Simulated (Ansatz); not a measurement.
# FH4OPSi: small, medium and large basis sets

Aim: see how fast density functionals converge with the basis set for FH4OPSi.

Program: Ansatz 0.2.0, Gaussian basis. Level of theory: one geometry, several basis sets. These are calculated values, not measurements.

Levels to be run: PBE0-D4/def2-SVP; ωB97M-V/def2-SVP; PBE0-D4/def2-QZVPP; ωB97M-V/def2-QZVPP; the functionals' def2-TZVPP values are taken from earlier runs.

### Step 1. The relaxed structure

All runs share one geometry, relaxed beforehand with PBE0-D4 in a triple-zeta def2 set.

SMILES `F[SiH2]OP`, 8 atoms, charge 0, spin multiplicity 1.

Atoms are counted from 1 here; the program's logs count them from 0.

Bond lengths: F1–Si2 1.593 Å, Si2–O3 1.631 Å, Si2–H5 1.479 Å, Si2–H6 1.474 Å, O3–P4 1.653 Å, P4–H7 1.423 Å, P4–H8 1.424 Å. Angles: F1–Si2–O3 109.7°, F1–Si2–H5 107.2°, F1–Si2–H6 108.0°, O3–Si2–H5 110.7°, O3–Si2–H6 107.1°, H5–Si2–H6 114.1°, Si2–O3–P4 129.5°, O3–P4–H7 97.5°, O3–P4–H8 98.5°, H7–P4–H8 92.0°.

### Step 2. PBE0-D4 in def2-SVP

File in.yaml:

```yaml
crystal:
  periodic: [false, false, false]
  atoms:
    - {symbol: F, position_ang: [-1.393408, 1.404659, -1.085982]}
    - {symbol: Si, position_ang: [-0.399604, 1.208781, 0.143789]}
    - {symbol: O, position_ang: [-0.111171, -0.380413, 0.368611]}
    - {symbol: P, position_ang: [0.944425, -1.379098, -0.418851]}
    - {symbol: H, position_ang: [0.851261, 1.925507, -0.187731]}
    - {symbol: H, position_ang: [-1.074029, 1.702990, 1.358060]}
    - {symbol: H, position_ang: [1.269939, -2.214816, 0.686144]}
    - {symbol: H, position_ang: [0.004787, -2.324811, -0.919841]}
basis:
  gaussian: {orbitals: def2-SVP}
hamiltonian: {xc: pbe0, dispersion: d4}
output: {orbitals: {seedname: orbitals}}
```

Started as:

```console
> ansatz run in.yaml --threads 2 --pin off --events-out ev --progress --plain --max-ram 4352MiB
```

The runs that follow: ωB97M-V in def2-SVP; PBE0-D4 in def2-QZVPP; ωB97M-V in def2-QZVPP.

Q: Predict the results of all the runs planned. Wanted: PBE0-D4: double and triple zeta above quadruple; ωB97M-V: double and triple zeta above quadruple.

As calculated:

| quantity | value |
| --- | --- |
| PBE0-D4: double and triple zeta above quadruple | 13.34, 0.87 eV |
| ωB97M-V: double and triple zeta above quadruple | 13.41, 0.82 eV |

In words: For PBE0-D4 the step from double to triple zeta gains 12.46 eV and the next only 0.87 eV. Total energies overstate the basis error of differences, where much of it tends to cancel. The LUMO of ωB97M-V is positive and keeps falling with the basis (2.08 to 1.15 eV): an unbound level that the basis holds in place.
